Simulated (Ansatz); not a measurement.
# CH2Ga+ (quintet): the correlation ladder, cc-pVDZ

An exercise on one series of results from a longer session: the logs are not shown, and one member is left open.

The runs use Ansatz 0.2.0, Gaussian basis; cc-pVDZ, core rule «outside noble gas», up to 15 orbitals frozen.

The runs, in order: UHF; CCSD(T) on ROHF; CCSD(T) on UHF; BCCD(T) on ROHF; CISD; CCSDT(Q) on ROHF; CCSDT(Q) on UHF; CCSDTQ on ROHF; CCSDTQ on UHF.

12 further runs of the same task are left out: 7 for a known fault of the program, 5 set aside as unsound or not needed.

**The system**

The geometry is a PBE0/def2-TZVP stationary point (not a proven minimum) of the parent state, kept for this charge and spin. No spin-orbit coupling is included. The filled d shell of Ga may be among the frozen orbitals whatever the setting's name suggests; the logs give the count.

4 atoms, charge 1, spin multiplicity 5.

Atoms are counted from 1 here; the program's logs count them from 0.

Bond lengths: C1–Ga2 1.979 Å, C1–H3 1.085 Å, C1–H4 1.085 Å. Angles: Ga2–C1–H3 120.7°, Ga2–C1–H4 120.7°, H3–C1–H4 118.7°.

Set-up of the first run:

File in.yaml:

```yaml
crystal:
  periodic: [false, false, false]
  atoms:
    - {symbol: C, position_ang: [0.000000, 0.000000, 1.634303]}
    - {symbol: Ga, position_ang: [0.000000, 0.000000, -0.344779]}
    - {symbol: H, position_ang: [0.000000, 0.933392, 2.187576]}
    - {symbol: H, position_ang: [0.000000, -0.933392, 2.187576]}
basis:
  gaussian: {orbitals: cc-pVDZ}
total_charge: 1
magnetization: {spin_polarized: true, initial_magnetization: 4}
hamiltonian: {xc: hf}
output: {orbitals: {seedname: orbitals}}
```

On the command line:

```
$ ansatz run in.yaml --threads 1 --pin off --events-out ev --progress --plain --max-ram 4096MiB --backend cpu
```

Among the steps run: UHF; CCSD(T) on ROHF; CCSD(T) on UHF; BCCD(T) on ROHF; CISD; CCSDT(Q) on ROHF; CCSDT(Q) on UHF; CCSDTQ on ROHF; CCSDTQ on UHF.

One table of the session follows, with a row left open; its other results are not shown here.

| method | from UCCSDTQ (kJ/mol) |
| --- | --- |
| ROHF | ? |
| UHF | +341.0 |
| RMP2 | +72.0 |
| UMP2 | +68.7 |
| RCCSD | +11.0 |
| UCCSD | +8.1 |
| RCCSD(T) | +4.5 |
| UCCSD(T) | +1.7 |
| BCCD(T) | +4.5 |
| RCCSDT | +3.1 |
| UCCSDT | +0.3 |
| RCCSDT(Q) | +2.8 |
| UCCSDT(Q) | 0.0 |
| RCCSDTQ | +2.8 |
| UCCSDTQ | 0 |

**Question.** Estimate the row for ROHF.

The run gave: from UCCSDTQ (kJ/mol): +353.0. In the column «from UCCSDTQ (kJ/mol)» it is the highest.

Caveats from the session: Restricted and unrestricted rows rest on different reference determinants; where their highest levels disagree by more than a few hundredths of an eV, they describe different states and don't form one ladder.
